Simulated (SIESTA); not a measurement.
# Mg3Te under changes of volume

One of the cells (24.661 Å³/atom); the others are scaled copies at fixed shape and fractional positions:

```
Te Mg
1.0
    -2.15353    2.15353    5.31747
     2.15353   -2.15353    5.31747
     2.15353    2.15353   -5.31747
Te Mg
1 3
Direct
  0.00000 0.00000 0.00000
  0.25000 0.75000 0.50000
  0.75000 0.25000 0.50000
  0.50000 0.50000 0.00000
```

The cell comes from a database or a generator and needn't be the stable form of this composition.

| Quantity | Value |
| --- | --- |
| Program | SIESTA 5.4.2 |
| Functional | PBE |
| Potentials or basis | PseudoDojo 0.4 standard (PBE files) |
| Basis | DZP (energy shift 0.003 Ry; two zetas on semicore shells) |
| Grid cutoff | 800 Ry |
| Energy shift | 0.003 Ry |
| k mesh | 9 × 9 × 9 |
| Occupations | fermi-dirac, width 0.05 eV |
| Spin | no spin polarisation |

| volume (Å³/atom) | energy over the lowest point (meV/atom) | pressure (GPa) |
| --- | --- | --- |
| 22.727 | ? | ? |
| 23.210 | 17.69 | 3.3 |
| 23.694 | 9.19 | 2.3 |
| 24.661 | 0.64 | 0.6 |
| 25.144 | 0.00 | -0.1 |
| 25.628 | 1.48 | -0.8 |

Question: What does the run at 22.727 Å³/atom give?

Answer: Energy over the lowest point 29.36 meV/atom; pressure 4.4 GPa.

Worked out: A Birch-Murnaghan fit of order 3 (a polynomial in V^(-2/3)) to the other rows has its minimum at 25.04 Å³/atom with B0 = V·E''(V) = 37 GPa and B' = 4.5 at fixed shape and positions, which overstates the stiffness. It gives 29.40 meV/atom at 22.727 Å³/atom, against the run's 29.36, and -dE/dV = 4.5 GPa, against 4.4.

Energies are extrapolated to zero smearing.

Caveats: the basis of atomic orbitals isn't converged, which shifts pressures, moduli and gaps.
